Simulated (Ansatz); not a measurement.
**Pt (fcc type): how the settings move a single-point run**

Aim: see which settings change the result for Pt (fcc type), by how much, and at what cost.

Computed with Ansatz 0.2.0 (reference: DFT, PBEsol, all-electron LAPW, scalar-relativistic, unless a step's input says otherwise).

## Step 1: The system as given

It takes space group Fm-3m (No. 225, cubic). The conventional cell has a = 3.269 Å, b = 3.269 Å, c = 3.269 Å, α = 90.00°, β = 90.00°, γ = 90.00°. Around Pt (site symmetry m-3m) lie 12 Pt at 2.31 Å.

Structure file:

```
Pt
1.0
     0.00000    1.63430    1.63430
     1.63430    0.00000    1.63430
     1.63430    1.63430    0.00000
Pt
1
Direct
  0.00000 0.00000 0.00000
```

## Step 2: Reference

input.yaml reads:

```yaml
crystal:
  lattice:
    - [0.0, 1.6342960681, 1.6342960681]
    - [1.6342960681, 0.0, 1.6342960681]
    - [1.6342960681, 1.6342960681, 0.0]
  atoms:
    - { symbol: Pt, position: [0.0, 0.0, 0.0] }
kpoints:
  mp_grid: { grid: [18, 18, 18] }
scf:
  occupations: { method: fermi_dirac, width: 0.08 }
hamiltonian:
  xc: pbesol
  pseudopotentials: { kind: all_electron, lapw: { basis_error: 0.001 } }
output:
  forces: true
  stress: true
  eigenvalues: true
  populations: true
```

Started as:

```bash
> ansatz run input.yaml --threads 1 --pin off --max-ram 2048MiB --backend cpu --events-out ev --progress --plain --runs-dir out
```

From the output:

```text
[...]
Basis set: ecut = 419.79338929370465 eV, 169 PW (Γ), exchange–correlation at level 2
[...]
k-points: 195 of 5832
[...]
SCF iter   1: F=—  HF=-500811.038696 eV  |F-HF|=—  |Δ(HF+E_count)|=         —  Δρ=3.30e-2  dr2=3.01e-2  ethr=6.24e-5  ⟨swp⟩=3.0  Hψ=36001  notcnv=0
preconditioner: auto → none  [metal: Δε(μ)=0.016 eV  Ē_g=24.020 eV  σ=0.080 eV  W_gap=0.05  n_scr=8 (ndim 8)  ℏωp=39.7 eV  f_vac=0.000  D(μ)=0.79/eV (n_scr^D=14)  sad-step TF]
SCF iter   2: F=—  HF=-500810.973432 eV  |F-HF|=—  |Δ(HF+E_count)|=   6.53e-2  Δρ=1.53e-2  dr2=7.93e-3  ethr=6.24e-5  ⟨swp⟩=2.0  Hψ=16668  notcnv=0
[...]
SCF iter   5: F=—  HF=-500810.967594 eV  |F-HF|=—  |Δ(HF+E_count)|=   2.70e-5  Δρ=1.53e-4  dr2=1.11e-6  ethr=1.70e-7  ⟨swp⟩=2.0  Hψ=16247  notcnv=0
SCF iter   6: F=-500810.967594 eV  HF=-500810.967594 eV  |F-HF|=1.75e-10  |Δ(HF+E_count)|=   2.36e-8  Δρ=5.47e-6  dr2=7.45e-10  ethr=2.30e-9  ⟨swp⟩=2.0  Hψ=16247  notcnv=0
[...]
SCF converged after 6 iterations
Free energy (F): -500810.967594 eV
[...]
E sigma→0 (E₀):  -500810.959497 eV
[...]
Fermi energy:    55.306611 eV
[...]
  P = ⅓ Tr σ = 623.0803 GPa (6230.803 kbar)
[...]
```

Wall time 33 s (1 thread of Arm Neoverse V1, shared host); peak memory 0.47 GiB.

## Step 3: Changed: dispersion d3bj

Edit input.yaml of step 2 so:

```diff
@@ -14,2 +14,3 @@
   pseudopotentials: { kind: all_electron, lapw: { basis_error: 0.001 } }
+  dispersion: d3bj
 output:
```

Started as:

```bash
> ansatz run input.yaml --threads 1 --pin off --max-ram 2048MiB --backend cpu --events-out ev --progress --plain --runs-dir out
```

Output:

```text
Pt: projections on atomic orbitals take those of the free atom 1s2 2s2 2p6 3s2 3p6 3d10 4s2 4p6 4d10 4f14 5s2 5p6 5d9 6s1, of charge +0.00 (hamiltonian.pseudopotentials.projection_atoms)
LAPW: plane waves up to 10.497 Å⁻¹, error target 1.0e-3 eV per atom; small_component_spin mean_spin; Pt in spheres of 1.156 Å, 48 of its electrons in bands, Dirac shells []
Engine: ansatz 0.2.0
Pseudopotentials: kind: all_electron
Pseudopotential: Pt, LAPW, valence charge 48, Koelling and Harmon's equation, gaussian nucleus
Functional definition: PBEsol
  exchange = pbesol_x
  correlation = pbesol_c
Crystal: 1 atoms, lattice volume = 8.730 Å³
Basis set: ecut = 419.79338929370465 eV, 169 PW (Γ), exchange–correlation at level 2
Bands: 29, of which v1, the nominal top of the filled ones, is band 24 counted from 1 (23 counted from 0)
Symmetry: 48 space group operations
Space group: Fm-3m (ITA 225), of the structure as read, at distance tolerance 2.1e-5 Å
k-points: 195 of 5832
Non-local potential: Pt, projectors of the file, none
Initial density: superposition of atomic densities (chi_scale 0.1, normalization cell)
Initial wavefunctions: plane waves of lowest kinetic energy (no species holds an atomic orbital)
Functional: x = pbesol(κ = 0.804, μ = 0.12345679012345678), c = pbesol(β = 0.046)
iter 1 solved again at ethr=6.24e-5 eV; its pass at ethr=1.00e-1 eV (dr2=3.00e-2 eV) is discarded
SCF iter   1: F=—  HF=-500812.338512 eV  |F-HF|=—  |Δ(HF+E_count)|=         —  Δρ=3.30e-2  dr2=3.01e-2  ethr=6.24e-5  ⟨swp⟩=3.0  Hψ=36001  notcnv=0
preconditioner: auto → none  [metal: Δε(μ)=0.016 eV  Ē_g=24.020 eV  σ=0.080 eV  W_gap=0.05  n_scr=8 (ndim 8)  ℏωp=39.7 eV  f_vac=0.000  D(μ)=0.79/eV (n_scr^D=14)  sad-step TF]
SCF iter   2: F=—  HF=-500812.273248 eV  |F-HF|=—  |Δ(HF+E_count)|=   6.53e-2  Δρ=1.53e-2  dr2=7.93e-3  ethr=6.24e-5  ⟨swp⟩=2.0  Hψ=16668  notcnv=0
SCF iter   3: F=—  HF=-500812.268032 eV  |F-HF|=—  |Δ(HF+E_count)|=   5.22e-3  Δρ=5.20e-3  dr2=1.02e-3  ethr=1.65e-5  ⟨swp⟩=2.0  Hψ=16247  notcnv=0
iter 4 solved again at ethr=1.70e-7 eV; its pass at ethr=2.13e-6 eV (dr2=8.18e-5 eV) is discarded
SCF iter   4: F=—  HF=-500812.267437 eV  |F-HF|=—  |Δ(HF+E_count)|=         —  Δρ=1.36e-3  dr2=8.19e-5  ethr=1.70e-7  ⟨swp⟩=2.0  Hψ=27814  notcnv=0
the basis was enlarged: its passes take 138.8 KiB over the memory plan, 1 of 1 planned eigensolver slots
SCF iter   5: F=—  HF=-500812.267410 eV  |F-HF|=—  |Δ(HF+E_count)|=   2.70e-5  Δρ=1.53e-4  dr2=1.11e-6  ethr=1.70e-7  ⟨swp⟩=2.0  Hψ=16247  notcnv=0
SCF iter   6: F=-500812.267410 eV  HF=-500812.267410 eV  |F-HF|=1.75e-10  |Δ(HF+E_count)|=   2.36e-8  Δρ=5.47e-6  dr2=7.45e-10  ethr=2.30e-9  ⟨swp⟩=2.0  Hψ=16247  notcnv=0
SCF 1 converged in 6 iterations: F = -500812.267410 eV  dr2 = 7.45e-10
SCF converged after 6 iterations
Free energy (F): -500812.267410 eV
Harris-Foulkes:  -500812.267410 eV  (|F-HF|=1.75e-10)
Internal energy: -500812.251216 eV  (E = F + TS)
E sigma→0 (E₀):  -500812.259313 eV
Entropy (-TS):   -0.016194 eV (-16.194 meV/atom)
Fermi energy:    55.306611 eV
--- Per-component energies (eV) ---
  E_band       = -5095.239122
  E_kinetic    = 568776.341314
  E_xc         = -9569.019930
  E_electrostatic = -1060018.272784  (all electrons and nuclei)
  E_disp       = -1.299816  (pairwise vdW)
  E_smearing   = -0.016194  (= −TS)
  E_closure    = 0.000000  (closes the sum)
  E_atoms      = -500811.181748  (free atoms, spherical and without spin; not in F)
  Σ components = -500812.267410   (vs F -500812.267410, Δ=0.00e0)
  Basis errors (estimates in eV, not in F): energy 2.2e-4 per atom: plane waves 1.9e-4 (9.4e-5 summed), levels above the bands 4.4e-147, relativity 2.5e-8, radial functions 3.1e-5, core shells 3.5e-7; eigenvalues (radial functions only) 7.5e-6; not estimated: angular momenta, meshes, grids; target (lapw.basis_error) 1.0e-3; muffin-tin radii Pt 1.156 Å
--- Forces (eV/Å), atoms counted from 1 ---
  atom   1  Pt     0.00000000    -0.00000000     0.00000000
  max |Σ_I F_I| component: 5.59e-31 eV/Å
--- Stress (GPa, compression-positive) ---
      599.027790       0.000000       0.000000
        0.000000     599.027790       0.000000
        0.000000       0.000000     599.027790
  P = ⅓ Tr σ = 599.0278 GPa (5990.278 kbar)
--- Band table (eV; the first three rows and the last of 195) ---
  k-point 0: bands = ["-462.3957", "-462.3957", "-462.3957", "-249.9754", "-249.9754", "-249.9754", "-249.9423", "-249.9423", "-46.5140", "-14.0389", "-13.9812", "-13.9812", "-13.9812", "-13.9662", "-13.9662", "-13.9662", "0.5592", "0.5592", "0.5592", "37.6672", "46.2943", "46.2943", "46.2943", "51.4076", "51.4076", "66.1915", "74.6122", "74.6122", "74.6122"]
  k-point 1: bands = ["-462.3957", "-462.3957", "-462.3957", "-249.9754", "-249.9754", "-249.9754", "-249.9423", "-249.9423", "-46.5018", "-14.0382", "-13.9813", "-13.9807", "-13.9807", "-13.9674", "-13.9674", "-13.9662", "0.4539", "0.5464", "0.5464", "37.9043", "46.1511", "46.4019", "46.4019", "51.3097", "51.3097", "66.6271", "73.7964", "75.0223", "75.0223"]
  k-point 2: bands = ["-462.3957", "-462.3957", "-462.3957", "-249.9754", "-249.9754", "-249.9754", "-249.9423", "-249.9423", "-46.4667", "-14.0360", "-13.9816", "-13.9791", "-13.9791", "-13.9706", "-13.9706", "-13.9660", "0.1554", "0.5098", "0.5098", "38.5648", "45.8132", "46.6835", "46.6835", "51.0894", "51.0894", "67.7976", "72.2311", "76.2105", "76.2105"]
  k-point 194: bands = ["-462.3957", "-462.3957", "-462.3957", "-249.9754", "-249.9754", "-249.9753", "-249.9423", "-249.9422", "-45.9640", "-14.0055", "-14.0035", "-14.0010", "-13.9937", "-13.9669", "-13.9660", "-13.9647", "-1.6578", "-1.3473", "-0.6305", "42.1094", "44.1249", "46.1901", "50.1912", "56.7351", "66.6719", "67.2519", "67.8261", "73.4841", "84.6225"]
--- Löwdin populations: 1 site ---
  site symbol       q [e]
     0     Pt     77.8446
  spilling = 0.001992 (of n_electrons = 78.000000)
```

Run time: 33 s. Hardware: 1 thread of Arm Neoverse V1, shared host; peak memory 0.46 GiB.

The energy moves by -1.30 eV/atom, nearly all of it the dispersion term itself (-1.30 eV/atom); that offset belongs to the model and is no gain or loss of stability; the pressure goes from 623.1 to 599.0 GPa.

## Step 4: Variant: occupations.method tetrahedron, scf.algorithm density_mixing, xc_grid 2, width left out

Edit input.yaml of step 2 so:

```diff
@@ -10,3 +10,4 @@
 scf:
-  occupations: { method: fermi_dirac, width: 0.08 }
+  occupations: { method: tetrahedron }
+  algorithm: density_mixing
 hamiltonian:
@@ -19 +20,3 @@
   populations: true
+basis:
+  xc_grid: 2
```

Started as:

```bash
> ansatz run input.yaml --threads 1 --pin off --max-ram 2048MiB --backend cpu --events-out ev --progress --plain --runs-dir out
```

Output (excerpt; [...] marks lines left out):

```text
Warning: output.forces, output.stress, relax.cell or npt_langevin: where a Kohn–Sham band that disperses or a degenerate level is filled in part under the method tetrahedron, the forces or the stress that this run publishes need not agree with its energy (scf.occupations.method in the [...]
Pt: projections on atomic orbitals take those of the free atom 1s2 2s2 2p6 3s2 3p6 3d10 4s2 4p6 4d10 4f14 5s2 5p6 5d9 6s1, of charge +0.00 (hamiltonian.pseudopotentials.projection_atoms)
LAPW: plane waves up to 10.497 Å⁻¹, error target 1.0e-3 eV per atom; small_component_spin mean_spin; Pt in spheres of 1.156 Å, 48 of its electrons in bands, Dirac shells []
[...]
[... 3 set-up lines as earlier in the session ...]
[...]
davidson cushion auto → on  (no smearing: the cushion is to keep the highest requested band from converging to the state above it; pin scf.eigensolver.cushion to override)
[...]
SCF iter   6: F=-500810.964410 eV  HF=-500810.964410 eV  |F-HF|=4.07e-10  |Δ(HF+E_count)|=   1.80e-7  Δρ=5.36e-6  dr2=7.29e-10  ethr=2.38e-9  ⟨swp⟩=2.1  Hψ=17176  notcnv=0
[...]
SCF converged after 6 iterations
Stability not checked: this state was not tested for a lower state beside it, because cold or Methfessel-Paxton smearing, or corrected tetrahedra, fill the levels in a way that the test cannot read (fill_not_monotonic; see scf.lower_state_search)
Free energy (F): -500810.964410 eV
[...]
E sigma→0 (E₀):  -500810.964410 eV
Entropy (-TS):   -0.000010 eV (-0.010 meV/atom)
Fermi energy:    55.249297 eV
[...]
--- Forces (eV/Å), atoms counted from 1 ---
  atom   1  Pt    -0.00000000     0.00000000    -0.00000000
[...]
--- Stress (GPa, compression-positive) ---
      622.805239       0.000000      -0.000000
        0.000000     622.805239       0.000000
       -0.000000       0.000000     622.805239
  P = ⅓ Tr σ = 622.8052 GPa (6228.052 kbar)
--- Band table (eV; the first three rows and the last of 195) ---
[...]
--- Löwdin populations: 1 site ---
  site symbol       q [e]
     0     Pt     77.8447
  spilling = 0.001991 (of n_electrons = 78.000000)
```

Wall time 30 s (1 thread of Arm Neoverse V1, shared host); peak memory 0.46 GiB.

Changing the smearing, solver and numerical grids moves the energy by -4.9 meV/atom (σ→0 values).

## Step 5: Changed: mp_grid.grid [9, 9, 9], n_extra_bands 2, xc revpbe

Edit input.yaml of step 2 so:

```diff
@@ -8,7 +8,8 @@
 kpoints:
-  mp_grid: { grid: [18, 18, 18] }
+  mp_grid: { grid: [9, 9, 9] }
 scf:
   occupations: { method: fermi_dirac, width: 0.08 }
+  n_extra_bands: 2
 hamiltonian:
-  xc: pbesol
+  xc: revpbe
   pseudopotentials: { kind: all_electron, lapw: { basis_error: 0.001 } }
```

Started as:

```bash
> ansatz run input.yaml --threads 1 --pin off --max-ram 2048MiB --backend cpu --events-out ev --progress --plain --runs-dir out
```

Output (excerpt; [...] marks lines left out):

```text
Pt: projections on atomic orbitals take those of the free atom 1s2 2s2 2p6 3s2 3p6 3d10 4s2 4p6 4d10 4f14 5s2 5p6 5d9 6s1, of charge +0.00 (hamiltonian.pseudopotentials.projection_atoms)
LAPW: plane waves up to 10.499 Å⁻¹, error target 1.0e-3 eV per atom; small_component_spin mean_spin; Pt in spheres of 1.156 Å, 48 of its electrons in bands, Dirac shells []
scf.n_extra_bands = 2 over 24 filled bands (N_el = 48.0): the run solves 26 bands
[...]
[... 2 set-up lines as earlier in the session ...]
Functional definition: revPBE
[...]
Crystal: 1 atoms, lattice volume = 8.730 Å³
Basis set: ecut = 419.9881496043963 eV, 169 PW (Γ), exchange–correlation at level 2
Bands: 26, of which v1, the nominal top of the filled ones, is band 24 counted from 1 (23 counted from 0)
[... 1 set-up line as earlier in the session ...]
[...]
the basis was enlarged: its passes take 375.3 KiB over the memory plan, 1 of 1 planned eigensolver slots
[...]
SCF iter   6: F=-500959.152936 eV  HF=-500959.152936 eV  |F-HF|=3.32e-9  |Δ(HF+E_count)|=   2.60e-7  Δρ=8.04e-6  dr2=1.64e-9  ethr=2.62e-9  ⟨swp⟩=2.5  Hψ=2832  notcnv=0
[...]
SCF converged after 6 iterations
Free energy (F): -500959.152936 eV
[...]
E sigma→0 (E₀):  -500959.148509 eV
Entropy (-TS):   -0.008854 eV (-8.854 meV/atom)
Fermi energy:    55.628241 eV
[...]
--- Forces (eV/Å), atoms counted from 1 ---
  atom   1  Pt    -0.00000000    -0.00000000     0.00000000
[...]
--- Stress (GPa, compression-positive) ---
      652.579456       0.000000      -0.000000
        0.000000     652.579456       0.000000
       -0.000000       0.000000     652.579456
  P = ⅓ Tr σ = 652.5795 GPa (6525.795 kbar)
--- Band table (eV; the first three rows and the last of 35) ---
[... band rows left out ...]
[...]
--- Löwdin populations: 1 site ---
  site symbol       q [e]
     0     Pt     77.8526
  spilling = 0.001890 (of n_electrons = 78.000000)
```

It took 6.6 s on 1 thread of Arm Neoverse V1, shared host; peak memory 0.25 GiB.

Total energies don't compare across a change of functional; the pressure goes from 623.1 to 652.6 GPa. The k-point mesh changed too. Cost: 6.6 s against 33 s.

## Step 6: All runs together

| run | ending | energy change | pressure (GPa) | gap (eV) | force (eV/Å) | cycles | time |
| --- | --- | --- | --- | --- | --- | --- | --- |
| reference | converged | 0 | 623.1 | 0.00 | 0.00 | 6 | 33 s |
| 1: dispersion d3bj | converged | -1.30 eV/atom (offset of the dispersion model) | 599.0 | 0.00 | 0.00 | 6 | 33 s |
| 2: occupations.method tetrahedron, scf.algorithm density_mixing, xc_grid 2, width left out | converged | -4.9 meV/atom (σ→0) | 622.8 | 0.00 | 0.00 | 6 | 30 s |
| 3: mp_grid.grid [9, 9, 9], n_extra_bands 2, xc revpbe | converged | not comparable | 652.6 | 0.00 | 0.00 | 6 | 6.6 s |

Residual by cycle in the longest SCF loop of each run; runs are numbered as in the table. The quantity is the density residual dr2, in eV.

| cycle | reference | run 1 | run 2 | run 3 |
| --- | --- | --- | --- | --- |
| 1 | 0.0301 | 0.0301 | 0.0302 | 0.0256 |
| 2 | 0.00793 | 0.00793 | 0.00798 | 0.00758 |
| 3 | 0.00102 | 0.00102 | 0.00102 | 9.0e-4 |
| 4 | 8.2e-5 | 8.2e-5 | 8.2e-5 | 7.1e-5 |
| 5 | 1.1e-6 | 1.1e-6 | 1.1e-6 | 1.3e-6 |
| 6 | 7.5e-10 | 7.5e-10 | 7.3e-10 | 1.6e-9 |

What this shows: «occupations.method tetrahedron, scf.algorithm density_mixing, xc_grid 2, width left out» moves the energy by -4.9 meV/atom. Of the variants the dearest is «dispersion d3bj» (33 s), the cheapest «mp_grid.grid [9, 9, 9], n_extra_bands 2, xc revpbe» (6.6 s), on a shared host. The structure is not at rest: the sound run finds 623 GPa, so these are no properties of the relaxed crystal. 
